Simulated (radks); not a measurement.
**Taking charge from the 6s level of Tm⁺ in fractions**

The task here is to estimate one member of a computed series from the others.

The numbers are computed with radks (a radial shooting solver on a logarithmic mesh, Libxc functionals) version 1 (scalar-relativistic Kohn-Sham, LDA (Slater exchange, Perdew-Wang correlation), spin-polarised, spherical densities, point nucleus; open shells are filled with parallel spins first), except any that are marked as measured or tabulated.

## The system

```
element       : thulium (Z = 69)
charge        : +1
electrons     : 68
configuration : [Xe] 4f13 6s(up 1, down 0)
```

A shell typed twice in an input gives spin up, then spin down.

The first run:

Input:

```text
Z 69
configuration [Xe] 4f13 6s1 6s0
relativity scalar-relativistic
functional lda,pw
spin polarised
nucleus point
c 137.035999084
```

Steps of the session up to this table: Start: [Xe] 4f13 6s(up 1, down 0).

One of the session's tables, all rows but one given; the rest of the session is left out.

It belongs to the step «Start: [Xe] 4f13 6s(up 1, down 0)». Sizes of the orbitals, from the radial functions (bohr):

| level | <r> | outermost maximum (interpolated) | 90 % within | nodes |
| --- | --- | --- | --- | --- |
| 5s up | ? | ? | ? | ? |
| 5s down | 1.230 | 1.09 | 1.78 | 4 |
| 5p up | 1.472 | 1.25 | 2.18 | 3 |
| 5p down | 1.470 | 1.25 | 2.18 | 3 |
| 4f up | 0.8036 | 0.495 | 1.41 | 0 |
| 6s up | 3.519 | 3.08 | 5.11 | 5 |
| 4f down | 0.8073 | 0.495 | 1.42 | 0 |
| 6s down | 3.563 | 3.07 | 5.22 | 5 |

Q: Estimate the row for 5s up from the others.

The run gave: <r>: 1.229; outermost maximum (interpolated): 1.09; 90 % within: 1.78; nodes: 4. In the column «<r>» it lies between 4f down (0.8073) and 5s down (1.230).
